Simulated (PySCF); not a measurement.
**Hf(OH)₂: structure of the triplet**

Where does triplet Hf(OH)₂ go from a B3LYP minimum start, is the end point a minimum, and what are its modes, charges and moments?

Computed with PySCF 2.14.0. Level: B3LYP, basis Hf def2-SVP with ECP60, O def2-SVP, H def2-SVP, scalar-relativistic core potentials, no spin–orbit coupling, density fitting.

## Step 1: The starting structure

5 atoms, charge 0, spin multiplicity 3.

Bond lengths: Hf1–O2 1.954 Å, Hf1–O3 1.954 Å, O2–H4 0.958 Å, O3–H5 0.958 Å. Angles: O2–Hf1–O3 155.5°, Hf1–O2–H4 167.2°, Hf1–O3–H5 167.2°.

Z-matrix (Å, degrees; charge 0 multiplicity 3):
```
Hf
O  1 1.9541
O  1 1.9541 2 155.54
H  2 0.9583 1 167.15 3 0.00
H  3 0.9583 1 167.15 2 0.00
```

## Step 2: The SCF at the typed geometry

One driver script runs all steps and calls PySCF; scf.py shows how it sets up the SCF of each step. The optimiser is the driver's own. After this first run the driver tries any further starts and a stability analysis.

Input file scf.py:

```python
from pyscf import gto, scf, dft
mol = gto.M(atom='''
Hf    -0.000000    -0.000000     0.069610
O     -1.909730    -0.000000    -0.344280
O      1.909730     0.000000    -0.344280
H     -2.777650     0.000000    -0.750440
H      2.777650    -0.000000    -0.750440''',
    basis={'Hf': 'def2-SVP', 'O': 'def2-SVP', 'H': 'def2-SVP'},
    ecp={'Hf': 'def2-SVP'},
    charge=0, spin=2)
mf = dft.UKS(mol, xc='B3LYP')
mf.grids.atom_grid = (50, 194)
aux = {'Hf': 'def2-universal-JKFIT', 'O': 'def2-universal-JKFIT', 'H': 'def2-universal-JKFIT'}
mf = mf.density_fit(auxbasis=aux)
mf.conv_tol = 1e-08
mf.diis_space = 10
mf.max_cycle = 60
mf.init_guess = 'minao'
mf.verbose = 4
mf.kernel()
```

On the command line:

```sh
> OMP_NUM_THREADS=2 python axn.py task.json out
```

The runs that follow: Relaxation: B3LYP minimum start, triplet; Hessian and properties.

Q: Predict the outcome of this session. Wanted: minimum; geometry; wavenumbers; dipole moment; highest occupied, lowest empty level; polar-tensor charge of Hf1; zero-point energy; atomisation energy; ⟨S²⟩.

**Answer**, as computed:

| quantity | value |
| --- | --- |
| minimum | triplet, C2v |
| geometry | Hf–O 1.954 Å (×2), O–H 0.958 Å (×2); H–O–Hf 166.8° (×2), O–Hf–O 154.6° |
| wavenumbers (cm⁻¹) | 83 (a1), 403 (b1), 421 (a1), 452 (a2), 457 (b2), 653 (b2), 684 (a1), 3969 (b2), 3971 (a1) |
| dipole moment | 1.05 D |
| highest occupied, lowest empty level (either spin) | -3.81, -2.38 eV |
| polar-tensor charge of Hf1 | +0.93 e |
| zero-point energy | 66.4 kJ/mol |
| entropy at 298.15 K | 309.2 J/(mol K) |
| atomisation energy (no zero-point energy) | 1895 kJ/mol |
| ⟨S²⟩ | 2.002 |

The molecule stays C2v, as typed, and the end point is a minimum. The strongest infrared band lies at 3969 cm⁻¹ (b2). Most of the spin sits on Hf1 (Mulliken spin 2.05, against 2 for the whole molecule). Only this shape and spin were tried, so other structures or states may lie lower. Open d and f shells are described by one determinant, and the ground state may have another occupation or spin. With an element this heavy the missing spin–orbit coupling can shift these numbers.
